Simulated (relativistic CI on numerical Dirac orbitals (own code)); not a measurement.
# Hf³⁺ (5d) in crystal fields: levels and magnetism

Aim: the levels, ground state and powder susceptibility of Hf³⁺ in 6 parametric crystal fields.

Method: Dirac-Coulomb-Breit CI, KLI orbitals optimised for each configuration, model QED (radiative potential, 1s self-energy scaled to tabulated hydrogen-like ionisation energies), valence Slater integrals scaled by 0.7, one configuration in a parametric crystal field. Code: relativistic CI on numerical Dirac orbitals (own code) version 1.

## 1. Starting point

```
ion            : Hf³⁺ (Hf IV)
nuclear charge : 72
electrons      : 69
open shell     : 5d
Slater scale   : 0.7
field 1 (cm⁻¹) : Oh, 10Dq = 16650
field 2 (cm⁻¹) : Oh, 10Dq = 54350
field 3 (cm⁻¹) : Td, 10Dq = -18400
field 4 (cm⁻¹) : D3d, 10Dq = 36500, Dsigma = -620, Dtau = 240
field 5 (cm⁻¹) : D3d, 10Dq = 33200, Dsigma = 70, Dtau = -460
field 6 (cm⁻¹) : Oh, 10Dq = 14150
```

Outer shells as boxes (Hund's rule):

[Xe] 4f14 5d1
```
[Xe] core
4f [↑↓][↑↓][↑↓][↑↓][↑↓][↑↓][↑↓]
5d [↑ ][  ][  ][  ][  ]
```

## 2. Field 1: Oh, 10Dq = 16650

Input settings:

```ini
atom Hf  Z=72  charge=3  electrons=69
nucleus A=180  rms_radius_fm=5.3470
hamiltonian dirac-coulomb  breit=on  qed=on  c_scale=1
orbitals kli  potential=per-configuration
slater_scale 0.7
correlation none
mixing on
configurations
  [Xe] 4f14 5d
end
crystal_field Oh 10Dq=16650
```

## 3. Field 2: Oh, 10Dq = 54350

Changes to the settings of step 2:

```diff
@@ -10,2 +10,2 @@
 end
-crystal_field Oh 10Dq=16650
+crystal_field Oh 10Dq=54350
```

## 4. Field 3: Td, 10Dq = -18400

Changes to the settings of step 3:

```diff
@@ -10,2 +10,2 @@
 end
-crystal_field Oh 10Dq=54350
+crystal_field Td 10Dq=-18400
```

## 5. Field 4: D3d, 10Dq = 36500, Dsigma = -620, Dtau = 240

Changes to the settings of step 4:

```diff
@@ -10,2 +10,2 @@
 end
-crystal_field Td 10Dq=-18400
+crystal_field D3d 10Dq=36500 Dsigma=-620 Dtau=240
```

## 6. Field 5: D3d, 10Dq = 33200, Dsigma = 70, Dtau = -460

Changes to the settings of step 5:

```diff
@@ -10,2 +10,2 @@
 end
-crystal_field D3d 10Dq=36500 Dsigma=-620 Dtau=240
+crystal_field D3d 10Dq=33200 Dsigma=70 Dtau=-460
```

## 7. Field 6: Oh, 10Dq = 14150

Changes to the settings of step 6:

```diff
@@ -10,2 +10,2 @@
 end
-crystal_field D3d 10Dq=33200 Dsigma=70 Dtau=-460
+crystal_field Oh 10Dq=14150
```

(Steps that only read results are left out.)

Q: Predict the outcome of this session. Wanted: ground spin; most axial ground doublet.

As calculated:

| field | ground state | degeneracy | S | J | first gap (cm⁻¹) | stabilisation (cm⁻¹) | χT at 2 K | χT at 300 K |
| --- | --- | --- | --- | --- | --- | --- | --- | --- |
| 1: Oh | G8 | 4 | 0.50 | 1.84 | 2568 | -5298 | 0.022 | 0.081 |
| 2: Oh | G8 | 4 | 0.50 | 1.91 | 2425 | -20235 | 0.003 | 0.067 |
| 3: Td | G8 | 4 | 0.50 | 2.04 | 18030 | -8890 | 0.261 | 0.277 |
| 4: D3d | G56 | 2 | 0.50 | 1.88 | 372 | -13721 | 0.006 | 0.067 |
| 5: D3d | G56 | 2 | 0.50 | 1.91 | 931 | -12019 | 0.003 | 0.075 |
| 6: Oh | G8 | 4 | 0.50 | 1.82 | 2602 | -4332 | 0.029 | 0.087 |

χT is in cm³ K/mol; stabilisation counts from the free ion's lowest level; S and J come from the expectation values of their squares.

| quantity | value |
| --- | --- |
| ground spin (effective S from ⟨S²⟩) | 1: 0.50, 2: 0.50, 3: 0.50, 4: 0.50, 5: 0.50, 6: 0.50 |
| χT at 300 K | 0.07 to 0.28 cm³ K/mol |
| most axial ground doublet | field 4, g = 0.00, 0.00, 0.43 |

**Reading.** All fields leave the ground state at S = 1/2. The lowest doublet of field 4 is strongly axial. The field is a set of parameters, without covalency or charge transfer.
